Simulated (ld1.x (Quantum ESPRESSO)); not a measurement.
**Pseudopotential generation for hafnium: ultrasoft, PBEsol**

Task: generate the file, and judge it by its errors in other configurations, its logarithmic derivatives, its ghosts and its cutoff.

Program: ld1.x (Quantum ESPRESSO) 7.5. Reference atom: PBEsol, scalar-relativistic, spherical and spin-unpolarised. All values are calculated.

**1. Starting point**

Typed settings, in words:

```
element                 : hafnium (Hf, Z = 72)
type                    : ultrasoft
frozen core             : [Xe]
valence charge          : 18
reference configuration : 4f14 5d2 6s1 6p0 (charge +1)
partial waves           : 6s (bound): rcut 2.20, rcutus 2.95 bohr; 6s channel at -0.3 Ry: rcut 2.20, rcutus 2.95 bohr; 6p (bound, empty): rcut 2.50, rcutus 3.15 bohr; 6p channel at 2.3 Ry: rcut 2.50, rcutus 3.15 bohr; 5d (bound): rcut 2.10, rcutus 2.45 bohr; 5d channel at -0.15 Ry: rcut 2.10, rcutus 2.45 bohr; 4f (bound): rcut 0.80, rcutus 0.85 bohr; 4f channel at 1.7 Ry: rcut 0.80, rcutus 0.85 bohr
local potential         : all-electron potential smoothed inside 2.55 bohr (lloc = -2)
core correction         : a·sin(br)/r model core, default radius (core density twice the valence density)
augmentation charge     : PSQ, inside the norm-conserving radii
```

The outer shells as boxes (Hund's rule for the drawing; the calculation is spin-unpolarised):

```
[Xe] core
4f [↑↓][↑↓][↑↓][↑↓][↑↓][↑↓][↑↓]
5d [↑ ][↑ ][  ][  ][  ]
6s [↑ ]
6p [  ][  ][  ]
```

**2. Generating the potential**

Hf.in reads:

```
 &input
   title='Hf', zed=72., rel=1, dft='PBESOL', iswitch=3,
   config='[Xe] 4f14 5d2 6s1 6p0',
   nld=4, rlderiv=3.40, eminld=-4.0, emaxld=5.0, deld=0.02
 /
 &inputp
   pseudotype=3, tm=.true., lloc=-2, rcloc=2.55,
   nlcc=.true.,
   which_augfun='PSQ', rmatch_augfun_nc=.true.,
   file_pseudopw='Hf.UPF', file_wfcaegen='ae.wfc', file_wfcncgen='nc.wfc', file_beta='beta', file_chi='chi', file_wfcusgen='us.wfc'
 /
8
6S  1  0   1.00   0.00  2.20  2.95  0.0
6S  1  0   0.00  -0.30  2.20  2.95  0.0
6P  2  1   0.00   0.00  2.50  3.15  0.0
6P  2  1   0.00   2.30  2.50  3.15  0.0
5D  3  2   2.00   0.00  2.10  2.45  0.0
5D  3  2   0.00  -0.15  2.10  2.45  0.0
4F  4  3  14.00   0.00  0.80  0.85  0.0
4F  4  3   0.00   1.70  0.80  0.85  0.0
 &test
   configts(1)='4f14 5d2 6s1 6p0'
 /
```

Run with:

```bash
ld1.x < Hf.in > Hf.out
```

What the program wrote to Hf.out (without the banner and most projector matrices):

```text
     Program LD1 v.7.5
     --------------------------- All-electron run ----------------------------

     Hf
     scalar relativistic calculation

     atomic number is 72.00
     dft =PBESOL   lsd =0 sic =0 latt =0  beta=0.20 tr2=1.0E-14
     Exchange-correlation= PBESOL
                           (   1   4  10   8   0   0   0)
     mesh =1271 r(mesh) =  99.31870 a.u. xmin = -7.00 dx = 0.01250
     1 Ry =  13.60569312 eV, c = 137.03599908

     n l     nl                  e(Ry)          e(Ha)          e(eV)
     1 0     1S 1( 2.00)     -4797.3086     -2398.6543    -65270.7090
     2 0     2S 1( 2.00)      -820.8738      -410.4369    -11168.5566
     2 1     2P 1( 6.00)      -720.8869      -360.4434     -9808.1657
     3 0     3S 1( 2.00)      -187.4160       -93.7080     -2549.9244
     3 1     3P 1( 6.00)      -157.5514       -78.7757     -2143.5960
     4 0     4S 1( 2.00)       -38.1431       -19.0715      -518.9629
     4 1     4P 1( 6.00)       -28.3454       -14.1727      -385.6585
     3 2     3D 1(10.00)      -122.2019       -61.1009     -1662.6410
     5 0     5S 1( 2.00)        -5.4384        -2.7192       -73.9936
     5 1     5P 1( 6.00)        -3.1275        -1.5638       -42.5524
     4 2     4D 1(10.00)       -15.6896        -7.8448      -213.4681
     4 3     4F 1(14.00)        -1.7503        -0.8751       -23.8135
     5 2     5D 1( 2.00)        -0.6798        -0.3399        -9.2486
     6 0     6S 1( 1.00)        -0.8090        -0.4045       -11.0068
     6 1     6P 1( 0.00)        -0.4654        -0.2327        -6.3326

     final scf error:  5.8E-15 reached in  31 iterations

     Etot =  -30146.738930 Ry,  -15073.369465 Ha, -410167.278537 eV

     Ekin =   33033.360305 Ry,   16516.680152 Ha,  449441.763127 eV
     Encl =  -74349.679366 Ry,  -37174.839683 Ha,-1011578.921251 eV
     Eh   =   11775.283381 Ry,    5887.641690 Ha,  160210.892116 eV
     Exc  =    -605.703249 Ry,    -302.851624 Ha,   -8241.012529 eV

     normalization and overlap integrals

     s(1S/1S) =  1.000000  <r> =   0.0190  <r2> =    0.0005  r(max) =   0.0120
     s(2S/2S) =  1.000000  <r> =   0.0804  <r2> =    0.0076  r(max) =   0.0679
     s(2P/2P) =  1.000000  <r> =   0.0717  <r2> =    0.0063  r(max) =   0.0556
     s(3S/3S) =  1.000000  <r> =   0.2087  <r2> =    0.0498  r(max) =   0.1917
     s(3P/3P) =  1.000000  <r> =   0.2086  <r2> =    0.0504  r(max) =   0.1893
     s(4S/4S) =  1.000000  <r> =   0.4683  <r2> =    0.2477  r(max) =   0.4375
     s(4P/4P) =  1.000000  <r> =   0.4978  <r2> =    0.2820  r(max) =   0.4599
     s(3D/3D) =  1.000000  <r> =   0.1890  <r2> =    0.0419  r(max) =   0.1550
     s(5S/5S) =  1.000000  <r> =   1.1349  <r2> =    1.4498  r(max) =   1.0109
     s(5P/5P) =  1.000000  <r> =   1.3415  <r2> =    2.0471  r(max) =   1.1599
     s(4D/4D) =  1.000000  <r> =   0.5353  <r2> =    0.3325  r(max) =   0.4716
     s(4F/4F) =  1.000000  <r> =   0.6772  <r2> =    0.5948  r(max) =   0.4542
     s(5D/5D) =  1.000000  <r> =   2.2699  <r2> =    6.2071  r(max) =   1.6667
     s(6S/6S) =  1.000000  <r> =   3.1874  <r2> =   11.4468  r(max) =   2.7825
     s(6P/6P) =  1.000000  <r> =   4.1829  <r2> =   19.7950  r(max) =   3.6177

     ------------------------ End of All-electron run ------------------------

     --------------------- Generating US pseudopotential ---------------------

      Generating local potential from pseudized AE potential:
      Matching radius rcloc =   2.5500
      Enforcing V''(0)=0 (lloc=-2)

      Local pseudo, rcloc= 2.581 Estimated cut-off energy=     4.83 Ry

      Computing core charge for nlcc:

       r > 0.54 : true rho core
       r < 0.54 : rho core = a sin(br)/r    a= 114.06  b=   4.50

      Integrated core pseudo-charge :  28.99
      Wfc-us  6S rcutus= 2.925  Estimated cut-off energy=     5.30 Ry
      Wfc-us  6S rcutus= 2.925  Estimated cut-off energy=     6.16 Ry
      Wfc-us  6P rcutus= 3.153  Estimated cut-off energy=     7.26 Ry
      Wfc-us  6P rcutus= 3.153  Estimated cut-off energy=    13.54 Ry
      Wfc-us  5D rcutus= 2.456  Estimated cut-off energy=    19.03 Ry
      Wfc-us  5D rcutus= 2.456  Estimated cut-off energy=    21.76 Ry
      Wfc-us  4F rcutus= 0.859  Estimated cut-off energy=   213.64 Ry
      Wfc-us  4F rcutus= 0.859  Estimated cut-off energy=   256.55 Ry

     Q pseudized with Bessel functions
     Expected ecutrho=     962.5957 due to l1=  3   l2=  3

     ------------------- End of pseudopotential generation -------------------

     [... the all-electron block is printed once more ...]


     Computing logarithmic derivative in   3.41987
     Computing logarithmic derivative in   3.41987
     Computing the partial wave expansion
     R is outside the sphere for l=    0 j= 0.00
     R is outside the sphere for l=    0 j= 0.00
     R is outside the sphere for l=    1 j= 0.00
     R is outside the sphere for l=    1 j= 0.00
     R is outside the sphere for l=    2 j= 0.00
     R is outside the sphere for l=    2 j= 0.00
     R is outside the sphere for l=    3 j= 0.00
     R is outside the sphere for l=    3 j= 0.00

     ---------------------- Testing the pseudopotential ----------------------

     Hf
     scalar relativistic calculation

     atomic number is 72.00   valence charge is 18.00
     dft =PBESOL   lsd =0 sic =0 latt =0  beta=0.20 tr2=1.0E-14
     mesh =1271 r(mesh) =  99.31870 xmin = -7.00 dx = 0.01250

     n l     nl             e AE (Ry)        e PS (Ry)    De AE-PS (Ry)
     4 3     4F   1(14.00)       -1.75026       -1.75026        0.00000
     3 2     5D   1( 2.00)       -0.67976       -0.67976        0.00000
     1 0     6S   1( 1.00)       -0.80898       -0.80898        0.00000
     2 1     6P   1( 0.00)       -0.46543       -0.46543        0.00000

     eps = 1.2E-15  iter =  6

     Etot =  -30146.738930 Ry,  -15073.369465 Ha, -410167.278537 eV
     Etotps =  -442.034943 Ry,    -221.017472 Ha,   -6014.191785 eV

     Ekin =     279.900120 Ry,     139.950060 Ha,    3808.235135 eV
     Encl =    -642.983625 Ry,    -321.491812 Ha,   -8748.237881 eV
     Ehrt =     329.536810 Ry,     164.768405 Ha,    4483.576715 eV
     Ecxc =    -155.535794 Ry,     -77.767897 Ha,   -2116.172288 eV
     (Ecc =     -90.269458 Ry,     -45.134729 Ha,   -1228.178545 eV)
     Epseu=    -252.952454 Ry,    -126.476227 Ha,   -3441.593466 eV

     ---------------------- End of pseudopotential test ----------------------
```

Run time: 2.7 s. Hardware: 1 thread, shared host. This counts the later configuration tests of the new file too.

All-electron and pseudo partial waves u(r) = r·R(r), from the program's wave files:

| r (bohr) | 5d AE | 5d PS |
| --- | --- | --- |
| 0.158 | 0.1513 | 0.0021 |
| 0.315 | -0.2207 | 0.0163 |
| 0.473 | -0.2604 | 0.0519 |
| 0.630 | -0.0567 | 0.1129 |
| 0.788 | 0.1856 | 0.1982 |
| 0.945 | 0.3848 | 0.2996 |
| 1.102 | 0.5273 | 0.4066 |
| 1.260 | 0.6196 | 0.5073 |
| 1.418 | 0.6718 | 0.5898 |
| 1.575 | 0.6943 | 0.6462 |
| 1.732 | 0.6963 | 0.6750 |
| 1.890 | 0.6840 | 0.6783 |
| 2.047 | 0.6622 | 0.6624 |
| 2.205 | 0.6344 | 0.6351 |
| 2.362 | 0.6031 | 0.6031 |
| 2.520 | 0.5696 | 0.5696 |
| 2.678 | 0.5354 | 0.5354 |
| 2.835 | 0.5013 | 0.5013 |
| 2.992 | 0.4677 | 0.4677 |
| 3.150 | 0.4347 | 0.4347 |
| 3.308 | 0.4028 | 0.4028 |
| 3.465 | 0.3723 | 0.3723 |
| 3.622 | 0.3432 | 0.3432 |
| 3.780 | 0.3155 | 0.3155 |
| 3.938 | 0.2893 | 0.2893 |
| 4.095 | 0.2649 | 0.2649 |

**3. Transferability test**

Hf.test.in reads:

```
 &input
   title='Hf', zed=72., rel=1, dft='PBESOL', iswitch=2,
   config='[Xe] 4f14 5d2 6s1 6p0'
 /
 &test
   file_pseudo='Hf.UPF', nconf=8,
   configts(1)='4f14 5d2 6s1 6p0',
   configts(2)='4f14 5d2 6s2 6p0',
   configts(3)='4f14 5d2 6s0 6p0',
   configts(4)='4f14 5d1 6s0 6p0',
   configts(5)='4f14 5d3 6s1 6p0',
   configts(6)='4f14 5d0 6s0 6p0',
   configts(7)='4f14 5d3 6s0 6p0',
   configts(8)='4f14 5d1 6s2 6p1'
 /
```

Run with:

```bash
ld1.x < Hf.test.in > Hf.test.out
```

Hf.test.out, the pseudopotential blocks, each with the warnings that came before it:

```text
     ---------------------- Testing the pseudopotential ----------------------

     Hf
     scalar relativistic calculation

     atomic number is 72.00   valence charge is 18.00
     dft =PBESOL   lsd =0 sic =0 latt =0  beta=0.20 tr2=1.0E-14
     mesh =1271 r(mesh) =  99.31870 xmin = -7.00 dx = 0.01250

     n l     nl             e AE (Ry)        e PS (Ry)    De AE-PS (Ry)
     4 3     4F   1(14.00)       -1.75026       -1.75026        0.00000
     3 2     5D   1( 2.00)       -0.67976       -0.67976        0.00000
     1 0     6S   1( 1.00)       -0.80898       -0.80898        0.00000
     2 1     6P   1( 0.00)       -0.46543       -0.46543        0.00000

     eps = 1.4E-15  iter =  6

     Etot =  -30146.738930 Ry,  -15073.369465 Ha, -410167.278537 eV
     Etotps =  -442.034943 Ry,    -221.017471 Ha,   -6014.191784 eV

     Ekin =     279.900120 Ry,     139.950060 Ha,    3808.235136 eV
     Encl =    -642.983625 Ry,    -321.491812 Ha,   -8748.237880 eV
     Ehrt =     329.536810 Ry,     164.768405 Ha,    4483.576715 eV
     Ecxc =    -155.535794 Ry,     -77.767897 Ha,   -2116.172288 eV
     (Ecc =     -90.269458 Ry,     -45.134729 Ha,   -1228.178545 eV)
     Epseu=    -252.952454 Ry,    -126.476227 Ha,   -3441.593466 eV

     ---------------------- End of pseudopotential test ----------------------

     Warning: n=4, l=3 expected 0 nodes, found 1
     ---------------------- Testing the pseudopotential ----------------------

     Hf
     [...]
     n l     nl             e AE (Ry)        e PS (Ry)    De AE-PS (Ry)
     4 3     4F   1(14.00)       -1.23918       -1.23970        0.00052
     3 2     5D   1( 2.00)       -0.19948       -0.19905       -0.00043
     1 0     6S   1( 2.00)       -0.37710       -0.37678       -0.00032
     2 1     6P   1( 0.00)       -0.10069       -0.10080        0.00011

     eps = 6.5E-15  iter = 14

     Etot =  -30147.327533 Ry,  -15073.663767 Ha, -410175.286894 eV
     Etotps =  -442.623525 Ry,    -221.311763 Ha,   -6022.199850 eV
     dEtot_ae =      -0.588603 Ry
     dEtot_ps =      -0.588582 Ry,   Delta E=      -0.000021 Ry

     [...]
     ---------------------- End of pseudopotential test ----------------------

     ---------------------- Testing the pseudopotential ----------------------

     Hf
     [...]
     n l     nl             e AE (Ry)        e PS (Ry)    De AE-PS (Ry)
     4 3     4F   1(14.00)       -2.34716       -2.34960        0.00244
     3 2     5D   1( 2.00)       -1.22693       -1.23039        0.00346
     1 0     6S   1( 0.00)       -1.27842       -1.28075        0.00233
     2 1     6P   1( 0.00)       -0.87096       -0.87235        0.00139

     eps = 3.0E-15  iter = 36

     Etot =  -30145.698005 Ry,  -15072.849003 Ha, -410153.116035 eV
     Etotps =  -440.992806 Ry,    -220.496403 Ha,   -6000.012786 eV
     dEtot_ae =       1.040925 Ry
     dEtot_ps =       1.042137 Ry,   Delta E=      -0.001212 Ry

     [...]
     ---------------------- End of pseudopotential test ----------------------

     ---------------------- Testing the pseudopotential ----------------------

     Hf
     [...]
     n l     nl             e AE (Ry)        e PS (Ry)    De AE-PS (Ry)
     4 3     4F   1(14.00)       -3.24803       -3.31279        0.06476  !
     3 2     5D   1( 1.00)       -1.99168       -2.02581        0.03414  !
     1 0     6S   1( 0.00)       -1.89303       -1.90731        0.01429  !
     2 1     6P   1( 0.00)       -1.40130       -1.41504        0.01374  !

     eps = 1.5E-15  iter =  7

     Etot =  -30144.097638 Ry,  -15072.048819 Ha, -410131.341933 eV
     Etotps =  -439.378394 Ry,    -219.689197 Ha,   -5978.047593 eV
     dEtot_ae =       2.641292 Ry
     dEtot_ps =       2.656549 Ry,   Delta E=      -0.015257 Ry

     [...]
     ---------------------- End of pseudopotential test ----------------------

     ---------------------- Testing the pseudopotential ----------------------

     Hf
     [...]
     n l     nl             e AE (Ry)        e PS (Ry)    De AE-PS (Ry)
     4 3     4F   1(14.00)       -1.13777       -1.13991        0.00214
     3 2     5D   1( 3.00)       -0.14697       -0.14543       -0.00154
     1 0     6S   1( 1.00)       -0.34951       -0.35008        0.00057
     2 1     6P   1( 0.00)       -0.09180       -0.09291        0.00110

     eps = 3.1E-15  iter = 15

     Etot =  -30147.136839 Ry,  -15073.568420 Ha, -410172.692374 eV
     Etotps =  -442.431341 Ry,    -221.215670 Ha,   -6019.585048 eV
     dEtot_ae =      -0.397910 Ry
     dEtot_ps =      -0.396398 Ry,   Delta E=      -0.001512 Ry

     [...]
     ---------------------- End of pseudopotential test ----------------------

     ---------------------- Testing the pseudopotential ----------------------

     Hf
     [...]
     n l     nl             e AE (Ry)        e PS (Ry)    De AE-PS (Ry)
     4 3     4F   1(14.00)       -4.26135       -4.51017        0.24881  !
     3 2     5D   1( 0.00)       -2.84671       -2.96598        0.11928  !
     1 0     6S   1( 0.00)       -2.56734       -2.62135        0.05401  !
     2 1     6P   1( 0.00)       -1.98727       -2.05094        0.06367  !

     eps = 3.7E-15  iter = 10

     Etot =  -30141.685359 Ry,  -15070.842680 Ha, -410098.521206 eV
     Etotps =  -436.892030 Ry,    -218.446015 Ha,   -5944.218889 eV
     dEtot_ae =       5.053571 Ry
     dEtot_ps =       5.142913 Ry,   Delta E=      -0.089342 Ry

     [...]
     ---------------------- End of pseudopotential test ----------------------

     ---------------------- Testing the pseudopotential ----------------------

     Hf
     [...]
     n l     nl             e AE (Ry)        e PS (Ry)    De AE-PS (Ry)
     4 3     4F   1(14.00)       -1.59906       -1.60040        0.00134
     3 2     5D   1( 3.00)       -0.58546       -0.58219       -0.00327
     1 0     6S   1( 0.00)       -0.74894       -0.74892       -0.00003
     2 1     6P   1( 0.00)       -0.42629       -0.42691        0.00062

     eps = 6.1E-17  iter = 13

     Etot =  -30146.592117 Ry,  -15073.296059 Ha, -410165.281055 eV
     Etotps =  -441.886141 Ry,    -220.943070 Ha,   -6012.167225 eV
     dEtot_ae =       0.146812 Ry
     dEtot_ps =       0.148802 Ry,   Delta E=      -0.001990 Ry

     [...]
     ---------------------- End of pseudopotential test ----------------------

     ---------------------- Testing the pseudopotential ----------------------

     Hf
     [...]
     n l     nl             e AE (Ry)        e PS (Ry)    De AE-PS (Ry)
     4 3     4F   1(14.00)       -1.49233       -1.50844        0.01610  !
     3 2     5D   1( 1.00)       -0.36789       -0.37401        0.00612  !
     1 0     6S   1( 2.00)       -0.48357       -0.48392        0.00035
     2 1     6P   1( 1.00)       -0.16769       -0.16765       -0.00005

     eps = 1.7E-15  iter = 17

     Etot =  -30147.179984 Ry,  -15073.589992 Ha, -410173.279391 eV
     Etotps =  -442.474046 Ry,    -221.237023 Ha,   -6020.166090 eV
     dEtot_ae =      -0.441055 Ry
     dEtot_ps =      -0.439103 Ry,   Delta E=      -0.001951 Ry

     [...]
     ---------------------- End of pseudopotential test ----------------------
```

Energies count from the reference configuration 4f14 5d2 6s1 6p0; the error is all-electron less pseudo. A star marks tests that logged a warning. The frozen-core shift comes from a second all-electron run, not shown, with the core orbitals held at their reference shape; it is that run's ΔE less the relaxed one.

```tsv
valence configuration	charge	ΔE all-electron (eV)	error AE − PS (meV)	frozen-core shift (meV)
4f14 5d2 6s2 6p0 *	0	-8.008	-0.3	-1.1
4f14 5d2 6s0 6p0	+2	14.163	-16	n/a
4f14 5d1 6s0 6p0	+3	35.937	-208	n/a
4f14 5d3 6s1 6p0	0	-5.414	-21	n/a
4f14 5d0 6s0 6p0	+4	68.757	-1216	n/a
4f14 5d3 6s0 6p0	+1	1.997	-27	n/a
4f14 5d1 6s2 6p1	0	-6.001	-27	n/a
```

**4. Does it scatter like the atom?**

Taken from the files of the generation run. The phase is arctan(r·u′/u) with u = r·R, unwrapped, with energies in Ry. A pole is an energy at which the radial function vanishes at the test radius. The pseudo phase is shifted by a multiple of π to meet the all-electron one at the reference energy. Levels narrower than the energy grid can be missing from the poles. The last column is the largest difference on the grid between −1 and +1 Ry.

| channel | radius (bohr) | reference (Ry) | poles AE | poles PS | window around the reference with phases within 0.05 rad (Ry) | largest difference near zero (rad) |
| --- | --- | --- | --- | --- | --- | --- |
| s | 3.42 | -0.81 | 0.14 | 0.14, 2.68 | below 1.7 | 0.001 |
| p | 3.42 | -0.47 | -3.11, 1.17 | 1.15, 4.36 | -3.0 to 3.1 | 0.003 |
| d | 3.42 | -0.68 | -0.43, 3.07 | -0.43, 3.10 | the whole range | 0.000 |
| f | 3.42 | -1.75 | 1.93 | 1.93 | below 3.4 | 0.006 |

Phases (rad) along the scan:

| E (Ry) | f AE | f PS | s AE | s PS |
| --- | --- | --- | --- | --- |
| -4.00 | 1.426 | 1.426 | 1.398 | 1.398 |
| -3.52 | 1.417 | 1.417 | 1.381 | 1.380 |
| -3.04 | 1.406 | 1.406 | 1.357 | 1.357 |
| -2.56 | 1.391 | 1.391 | 1.321 | 1.321 |
| -2.08 | 1.372 | 1.373 | 1.260 | 1.260 |
| -1.60 | 1.353 | 1.354 | 1.122 | 1.122 |
| -1.12 | 1.314 | 1.315 | 0.523 | 0.523 |
| -0.64 | 1.254 | 1.255 | -1.141 | -1.141 |
| -0.16 | 1.133 | 1.133 | -1.488 | -1.488 |
| 0.32 | 0.750 | 0.753 | -1.608 | -1.608 |
| 0.80 | -0.721 | -0.717 | -1.690 | -1.692 |
| 1.28 | -1.354 | -1.354 | -1.784 | -1.790 |
| 1.76 | -1.531 | -1.531 | -1.955 | -2.010 |
| 2.24 | -1.632 | -1.632 | -2.575 | -3.634 |
| 2.72 | -1.736 | -1.733 | -4.048 | -4.764 |
| 3.20 | -1.938 | -1.921 | -4.441 | -6.834 |
| 3.68 | -3.048 | -2.833 | -4.566 | -7.598 |
| 4.16 | -4.337 | -4.271 | -4.630 | -7.725 |
| 4.64 | -4.550 | -4.522 | -4.672 | -7.785 |

**5. Plane-wave convergence, by spherical Bessel functions**

This step uses the generator's waves and projectors in a separate script. Basis: spherical Bessel functions vanishing at 20 bohr, q² up to the cutoff; potential fixed at the reference.

All-electron valence levels (Ry): 6s -0.8090, 6p -0.4654, 5d -0.6798, 4f -1.7503. The lowest levels of each channel (Ry) by cutoff; the last column sums, over occupied levels, occupation times the distance from the level at 400 Ry. A positive value at high cutoff is not a bound level.

| cutoff (Ry) | s #1 | p #1 | d #1 | f #1 | Σ f·Δε (mRy) |
| --- | --- | --- | --- | --- | --- |
| 8 | -0.8089 | -0.4654 | -0.5781 | -0.0669 | 23768.9 |
| 25 | -0.8090 | -0.4654 | -0.6796 | -0.0673 | 23561.2 |
| 50 | -0.8090 | -0.4654 | -0.6798 | -0.0675 | 23557.2 |
| 100 | -0.8090 | -0.4654 | -0.6798 | -0.7876 | 13476.5 |
| 180 | -0.8090 | -0.4654 | -0.6798 | -1.7432 | 97.4 |
| 300 | -0.8090 | -0.4654 | -0.6798 | -1.7499 | 4.5 |
| 400 | -0.8090 | -0.4654 | -0.6798 | -1.7502 | 0.0 |

The sum stays within 10 mRy from 300 Ry and within 1 mRy only somewhere over 300 Ry. The sum leaves out empty levels, which can need more. Ghost test: no level below the all-electron spectrum of its channel (s, p, d, f tested).

**6. Results**

| quantity | value |
| --- | --- |
| cutoffs for 10 and 1 mRy, occupied levels | 300 Ry and over 300 Ry |
| bound ghosts | none found |
| largest test error (AE − PS) | -1216 meV, for 4f14 5d0 6s0 6p0 |
| largest phase difference near zero energy, channels read | 0.006 rad |
| lowest eigenvalue of the overlap (Bessel basis) | 0.414 (s) |
| density cutoff estimated by the generator | 963 Ry |

**Reading.** By total energies transferability is poor: the largest error is 1216 meV on 68.8 eV, for 4f14 5d0 6s0 6p0. That test lies far up in energy; among those under 40 eV, nearer to bonding, the largest error is 208 meV. The potential is very hard: the looser tolerance needs 300 Ry. The tighter tolerance needs over 300 Ry, and converged work needs a cutoff nearer that. The slowest occupied level is 4f: taken alone it needs 300 Ry to come within 1 mRy, against 18 Ry for 5d. No bound ghost shows below the valence levels. Near zero energy the phases of the channels with partial waves agree within 0.006 rad. All of this concerns the isolated atom, not yet a solid.
